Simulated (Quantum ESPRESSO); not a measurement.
SiO: phonons at points of the zone under several settings

```
Si O
1.0
     2.80697    0.00000    0.00000
     0.00000    2.80697    0.00000
     0.00000    0.00000    2.80697
Si O
1 1
Direct
  0.00000 0.00000 0.00000
  0.50000 0.50000 0.50000
```

The cell was built by a generator and needn't be a form met in nature.

All runs used Quantum ESPRESSO 7.5; potentials PseudoDojo 0.4.1 SR PBE standard; k mesh 6 × 6 × 6, shifted; given cell, atoms relaxed; no spin polarisation; cutoff 1143 eV; occupations smeared at first, fixed for the response.

```csv
level,point,frequencies (cm⁻¹)
PBE,"Γ (0.000, 0.000, 0.000)",457i 457i 457i 0 0 0
PBE,"M (0.500, 0.500, 0.000)",?
PBE,"R (0.500, 0.500, 0.500)",123 123 123 249 249 249
PBE,"X (0.000, 0.500, 0.000)",252i 252i 211i 211i 317 330
```

Question: What stands in the row left open?

Answer: Frequencies 819i 819i 501i 331i 184 184 cm⁻¹.

Values marked i are imaginary: the cell is unstable against those modes at that level, or the meshes are too thin.

Caveats: some modes are imaginary (some runs); before the sum rule the acoustic modes lie tens of cm⁻¹ from zero, a sign that the density grid also shifts the optical modes (some runs).

For the row left open. Caveat: some modes are imaginary.
